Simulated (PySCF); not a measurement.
# B₂F₂H₄P₂: electronic excitations and core binding energies

Wanted: the electronic excitations and core binding energies of B₂F₂H₄P₂ (`FB(F)B(P)P`), by calculation.

Programs: PySCF 2.14.0, with density-fitted response routines of our own. Each step states its level of theory. These are calculated values for one molecule in the gas phase, unless marked as measured. Atoms count from 0, in the outputs and in this text.

## 1. The molecule as given

10 atoms, charge 0, multiplicity 1; geometry from: GFN2-xTB.

Bonds of the start (Å): F0–B1 1.33, B1–F2 1.33, B1–B3 1.66, B3–P4 1.88, B3–P5 1.88, P4–H6 1.39, P4–H7 1.38, P5–H8 1.39, P5–H9 1.38.

## 2. Excited states and response: CAM-B3LYP/def2-SVPD

Job settings and geometry (Å):

```
{"job": {"kind": "uv", "xc": "CAM-B3LYP", "basis": "def2-SVPD", "nstates": 8, "ntriplets": 3}, "charge": 0, "multiplicity": 1}
F     -0.778424     1.787257     1.649283
B     -0.460752     1.579376     0.374203
F     -0.584445     2.688647    -0.341982
B      0.023657     0.098515    -0.211016
P     -1.192184    -1.059243    -1.059143
P      1.845701    -0.329111    -0.397461
H     -0.770645    -2.292747    -0.589067
H     -2.288211    -0.960070    -0.220915
H      1.855494    -1.662341    -0.019249
H      2.358693     0.154372     0.792819
```

Method: TDDFT CAM-B3LYP/def2-SVPD, vertical, gas phase, core orbitals frozen in the response.

The run is started by

```bash
> OMP_NUM_THREADS=1 python probes_run.py task.json out
```

The driver reads the jobs from task.json and runs them one after another.

The program printed:

```text
coarse grid: 10072 points
cycle   1  E = -933.9673077365  dE =  5.777e-01  |g| = 6.034e-01  |ddm| = 3.928e+00
cycle   2  E = -933.9475471041  dE =  1.976e-02  |g| = 7.734e-01  |ddm| = 1.299e+00
cycle   3  E = -934.0400013983  dE = -9.245e-02  |g| = 3.356e-02  |ddm| = 5.469e-01
cycle   4  E = -934.0403627050  dE = -3.613e-04  |g| = 1.519e-02  |ddm| = 1.011e-01
cycle   5  E = -934.0404434700  dE = -8.076e-05  |g| = 4.561e-03  |ddm| = 4.001e-02
cycle   6  E = -934.0404511659  dE = -7.696e-06  |g| = 1.007e-03  |ddm| = 1.009e-02
final grid: 90968 points
cycle   7  E = -934.1457776134  dE = -2.739e-05  |g| = 1.652e-03  |ddm| = 4.574e-02
cycle   8  E = -934.1457778704  dE = -2.570e-07  |g| = 1.498e-03  |ddm| = 4.771e-03
cycle   9  E = -934.1457782333  dE = -3.629e-07  |g| = 2.564e-04  |ddm| = 1.418e-03
cycle  10  E = -934.1457782458  dE = -1.252e-08  |g| = 9.216e-05  |ddm| = 4.876e-04
cycle  11  E = -934.1457782484  dE = -2.606e-09  |g| = 1.732e-05  |ddm| = 1.745e-04
cycle  12  E = -934.1457782486  dE = -2.069e-10  |g| = 8.889e-06  |ddm| = 6.404e-05
converged SCF energy = -934.1457782486

Static polarisability (au): isotropic 82.374, principal 65.750 81.713 99.659

Singlet excitations
state   eV       nm        f      main configurations
  1   4.3848    282.8   0.12398   H->L 0.93
  2   5.0333    246.3   0.01485   H-1->L 0.83, H-2->L 0.14
  3   6.0310    205.6   0.00898   H->L+1 0.83, H-2->L 0.13
  4   6.1242    202.4   0.04496   H-3->L 0.92
  5   6.3360    195.7   0.00703   H->L+2 0.55, H->L+3 0.37
  6   6.4570    192.0   0.08799   H-2->L 0.69, H->L+1 0.13, H-1->L 0.13
  7   6.5072    190.5   0.03585   H->L+3 0.43, H->L+2 0.30, H-1->L+1 0.19
  8   6.9354    178.8   0.11235   H-1->L+1 0.71, H->L+3 0.13

Triplet excitations (Tamm-Dancoff, eV): 3.3756 4.0163 5.3560
```

It took 77 s on 1 thread of Intel Xeon at 2.50GHz, shared host; peak memory 0.72 GiB.

Frontier orbitals and where they lie:

```csv
orbital,eV,atoms
HOMO−3,-11.20,"P5 25 %, P4 24 %, B3 24 %"
HOMO−2,-11.09,"B3 25 %, B1 16 %, P4 15 %"
HOMO−1,-9.68,"P5 28 %, P4 28 %, B3 22 %"
HOMO,-8.69,"P5 35 %, P4 35 %, B3 15 %"
LUMO,-1.18,"B3 44 %, P4 17 %, P5 17 %"
LUMO+1,0.40,"B1 30 %, B3 13 %, F2 13 %"
LUMO+2,0.68,"B3 28 %, B1 21 %, P5 13 %"
```

With each of the 8 states as a Gaussian band of 0.4 eV half-width at 1/e, the curve within the window shown has maxima at 282 nm (ε 5,100), 189 nm (ε 7,500) L/(mol cm). Beyond the last state computed it falls off for lack of states. The curve at chosen wavelengths:

```
 nm  ε (L/mol/cm)
171          2728
177          5438
183          6977
190          7463
196          6651
202          4849
208          2909
215          1280
221           579
227           368
233           438
240           673
246           967
252          1427
258          2145
265          3261
271          4217
277          4879
283          5058
290          4639
296          3904
302          3033
308          2194
315          1390
321           887
327           540
```

Leading natural transition orbitals of singlet state 1: the hole lies on P4, P5 about 31 % each; B3 18 %; the particle on B3 59 %; P4, P5 about 9 % each.

Ground-state properties from the same run:

```csv
property,computed
dipole moment (D),2.24
polarisability (Å³),12.21
HOMO–LUMO gap (eV),7.50
−ε(HOMO) (eV),8.69
```

Orbitals, density, ELF and potential are computed afterwards from the orbital file.

Frontier orbitals at CAM-B3LYP/def2-SVPD, with the share of their density that lies nearest to each atom:

```csv
orbital,energy (eV),lies on
HOMO,-8.69,"P4, P5 about 34 % each; B3 10 %"
LUMO,-1.18,"B3 54 %; P4, P5 about 11 % each"
```

ELF in a plane through or near 5 of the atoms.

Ten even steps from ' ' (0.00) to '@' (1.00):
```
                                                        
                                                        
                                                        
                    ..==%%%%##==                        
                  ..::%%@@@@@@@@::                      
            --++==----%%@@@@@@%%..                      
        ..++@@@@@@@@**==##%%**::                        
        ..##@@@@@@@@%%--++++--..                        
          --@@@@@@%%****%%%%****##--..::..              
                    ..++++....##@@..==..::..            
                    ..++++....##@@..::::....            
          ::%%@@@@%%****%%%%****##--......              
        ..##@@@@@@@@%%--++++--..                        
        ..++@@@@@@@@**--##%%**--                        
            --++++----%%@@@@@@%%::                      
                  ..::%%@@@@@@@@--                      
                      ==%%%%##==                        
                                                        
                                                        
                                                        
```
The map spans 10.4 Å across and 10.1 Å up, centred on the molecule. Atoms in the plane (x, y in Å): B1 (1.7, 0.0), H6 (-2.1, -1.4), H7 (-0.3, -2.4), H8 (-2.1, 1.4), H9 (-0.3, 2.4).

On the surface of density 0.002 e/bohr³ the electrostatic potential runs, from the 1st to the 99th percentile, from -0.77 V near F2 to 1.76 V near B1.

## 3. X-ray photoelectron lines: SCAN, X2C

Settings changed since step 2:

```diff
@@ -1,2 +1,2 @@
-{"job": {"kind": "uv", "xc": "CAM-B3LYP", "basis": "def2-SVPD", "nstates": 8, "ntriplets": 3}, "charge": 0, "multiplicity": 1}
+{"job": {"kind": "xps"}, "charge": 0, "multiplicity": 1}
 F     -0.778424     1.787257     1.649283
```

Method: delta-SCF UKS SCAN, pcX-2 on the ionised atom, pcseg-1 elsewhere, spin-free X2C.

The program printed:

```text
ground state, core basis on atom 0 (F), 143 functions
  cycle   1  E = -936.13064746  |g| = 6.72e-01
  cycle   2  E = -935.98995411  |g| = 1.21e+00
  cycle   3  E = -936.20135061  |g| = 9.19e-02
  cycle   4  E = -936.20321259  |g| = 4.35e-02
  cycle   5  E = -936.20359562  |g| = 1.49e-02
  cycle   6  E = -936.20364487  |g| = 4.67e-03
  cycle   7  E = -936.20365148  |g| = 1.34e-03
  cycle   8  E = -936.20365009  |g| = 2.92e-04
  E(ground) = -936.24264599 Eh
hole in F 1s of atom 0
  cycle   1  E = -909.83495850  |g| = 2.58e+00
  cycle   2  E = -909.32303306  |g| = 2.24e+00
  cycle   3  E = -910.47612239  |g| = 6.00e-01
  cycle   4  E = -910.49999101  |g| = 5.62e-01
  cycle   5  E = -910.71627759  |g| = 1.07e-01
  cycle   6  E = -910.72190690  |g| = 7.25e-02
  cycle   7  E = -910.72560286  |g| = 1.04e-02
  cycle   8  E = -910.72562215  |g| = 6.95e-03
  cycle   9  E = -910.72564446  |g| = 1.24e-03
  cycle  10  E = -910.72564678  |g| = 3.26e-04
  E(ion) = -910.77185049 Eh   <S^2> = 0.7563   hole on atom = 1.000   binding energy = 693.096 eV
ground state, core basis on atom 1 (B), 143 functions
  cycle   1  E = -936.16001000  |g| = 1.17e-01
  cycle   2  E = -936.15591186  |g| = 1.93e-01
  cycle   3  E = -936.16183593  |g| = 1.42e-02
  cycle   4  E = -936.16184356  |g| = 1.19e-02
  cycle   5  E = -936.16187723  |g| = 1.59e-03
  cycle   6  E = -936.16187922  |g| = 2.67e-04
  E(ground) = -936.19878421 Eh
hole in B 1s of atom 1
  cycle   1  E = -928.46082128  |g| = 1.16e+00
  cycle   2  E = -926.08793043  |g| = 2.17e+00
  cycle   3  E = -928.65043409  |g| = 4.96e-01
  cycle   4  E = -928.48034841  |g| = 6.71e-01
  cycle   5  E = -928.84918221  |g| = 1.15e-01
  cycle   6  E = -928.85213159  |g| = 1.16e-01
  cycle   7  E = -928.85804026  |g| = 3.72e-02
  cycle   8  E = -928.85892231  |g| = 2.16e-02
  cycle   9  E = -928.85930484  |g| = 5.88e-03
  cycle  10  E = -928.85932761  |g| = 5.81e-03
  cycle  11  E = -928.85935104  |g| = 2.77e-03
  cycle  12  E = -928.85935535  |g| = 1.18e-03
  cycle  13  E = -928.85935702  |g| = 2.51e-04
  E(ion) = -928.89840871 Eh   <S^2> = 0.9500   hole on atom = 1.000   binding energy = 198.653 eV
ground state, core basis on atom 3 (B), 143 functions
  cycle   1  E = -936.15106125  |g| = 5.57e-02
  cycle   2  E = -936.14995274  |g| = 6.84e-02
  cycle   3  E = -936.15131201  |g| = 2.22e-02
  cycle   4  E = -936.15146218  |g| = 3.54e-03
  cycle   5  E = -936.15146579  |g| = 7.44e-04
  cycle   6  E = -936.15146593  |g| = 2.45e-04
  E(ground) = -936.18914848 Eh
hole in B 1s of atom 3
  cycle   1  E = -928.51551036  |g| = 1.18e+00
  cycle   2  E = -926.93671767  |g| = 1.98e+00
  cycle   3  E = -928.81555290  |g| = 4.58e-01
  cycle   4  E = -928.89026218  |g| = 3.29e-01
  cycle   5  E = -928.95778986  |g| = 5.75e-02
  cycle   6  E = -928.95965280  |g| = 2.26e-02
  cycle   7  E = -928.95988871  |g| = 1.79e-02
  cycle   8  E = -928.96010038  |g| = 7.98e-03
  cycle   9  E = -928.96015547  |g| = 6.75e-03
  cycle  10  E = -928.96019055  |g| = 5.25e-03
  cycle  11  E = -928.96023409  |g| = 2.95e-03
  cycle  12  E = -928.96024204  |g| = 1.12e-03
  cycle  13  E = -928.96024517  |g| = 4.29e-04
  E(ion) = -928.99973311 Eh   <S^2> = 0.8673   hole on atom = 1.000   binding energy = 195.634 eV
ground state, core basis on atom 4 (P), 154 functions
  cycle   1  E = -936.27193454  |g| = 3.39e-01
  cycle   2  E = -936.27169787  |g| = 3.98e-02
  cycle   3  E = -936.27086909  |g| = 6.29e-02
  cycle   4  E = -936.27225995  |g| = 8.03e-03
  cycle   5  E = -936.27227406  |g| = 3.73e-03
  cycle   6  E = -936.27228047  |g| = 4.93e-04
  E(ground) = -936.27916790 Eh
hole in P 1s of atom 4
  cycle   1  E = -856.10436240  |g| = 4.72e+00
  cycle   2  E = -855.22762125  |g| = 2.43e+00
  cycle   3  E = -854.09963720  |g| = 1.77e+00
  cycle   4  E = -857.20044559  |g| = 2.92e-01
  cycle   5  E = -857.17039855  |g| = 3.48e-01
  cycle   6  E = -857.24776548  |g| = 1.11e-01
  cycle   7  E = -857.25706009  |g| = 2.46e-02
  cycle   8  E = -857.25741971  |g| = 7.35e-03
  cycle   9  E = -857.25745318  |g| = 2.52e-03
  cycle  10  E = -857.25745632  |g| = 1.13e-03
  cycle  11  E = -857.25745861  |g| = 5.12e-04
  cycle  12  E = -857.25745812  |g| = 1.52e-04
  E(ion) = -857.26479891 Eh   <S^2> = 0.7518   hole on atom = 1.000   binding energy = 2150.090 eV
hole in P 2p of atom 4
  cycle   1  E = -930.83971681  |g| = 1.38e+00
  cycle   2  E = -930.26231562  |g| = 1.41e+00
  cycle   3  E = -931.06620643  |g| = 4.44e-01
  cycle   4  E = -931.20118568  |g| = 2.04e-01
  cycle   5  E = -931.22019688  |g| = 1.38e-01
  cycle   6  E = -931.23376287  |g| = 2.50e-02
  cycle   7  E = -931.23406250  |g| = 1.26e-02
  cycle   8  E = -931.23413946  |g| = 5.04e-03
  cycle   9  E = -931.23414815  |g| = 1.48e-03
  cycle  10  E = -931.23414918  |g| = 7.67e-04
  cycle  11  E = -931.23414964  |g| = 3.94e-04
  E(ion) = -931.25207952 Eh   <S^2> = 0.7535   hole on atom = 1.002   binding energy = 136.794 eV
  2p3/2 = 136.556 eV   2p1/2 = 137.446 eV
```

It took 2.1 min on 1 thread of Intel Xeon at 2.50GHz, shared host; peak memory 0.58 GiB.

The holes in one table. −ε is the ground-state orbital energy:

```csv
hole,stands for,environment,ΔSCF (eV; 2p as the shell's mean),−ε (eV),⟨S²⟩
F1s on F0,"F0, F2",fluorine bonded to B,693.10,667.1,0.756
B1s on B1,B1,"boron bonded to B, 2 F",198.65 (doubtful),182.6,0.950
B1s on B3,B3,"boron bonded to B, 2 P",195.63 (doubtful),180.8,0.867
P1s on P4,"P4, P5","phosphorus bonded to B, 2 H",2150.09,2093.0,0.752
P2p on P4,"P4, P5","phosphorus bonded to B, 2 H",136.85,126.0,0.754
```

Each hole run stands for the others of its class of like atoms.

Doubtful: the ion did not converge, its hole moved, or its ⟨S²⟩ is well above 0.75.

With the spin-orbit splitting: P4 2p3/2 136.56, 2p1/2 137.45 eV. The table gives each 2p level as the mean over the whole 2p shell (two parts 2p3/2, one part 2p1/2), which differs a little from the single hole in the log.

## 4. Outcome

```
                             quantity                        value
 lowest singlet (CAM-B3LYP/def2-SVPD)  4.38 eV (283 nm), f = 0.124
                       lowest triplet                      3.38 eV
surface potential, 1st and 99th percentile           -0.77 V and 1.76 V
     F1s binding energies, SCAN/pcX-2                 F0 693.10 eV
     P1s binding energies, SCAN/pcX-2                P4 2150.09 eV
     P2p binding energies, SCAN/pcX-2                 P4 136.85 eV
```

What this shows: The lowest singlet, at 4.38 eV, is HOMO→LUMO 0.93 and is bright. The lowest triplet lies 1.01 eV below the lowest singlet (triplets in Tamm-Dancoff, singlets in full TDDFT). At CAM-B3LYP/def2-SVPD, counted by nearest atom on the grid, the HOMO lies on P4, P5 about 34 % each; B3 10 %, the LUMO on B3 54 %; P4, P5 about 11 % each.
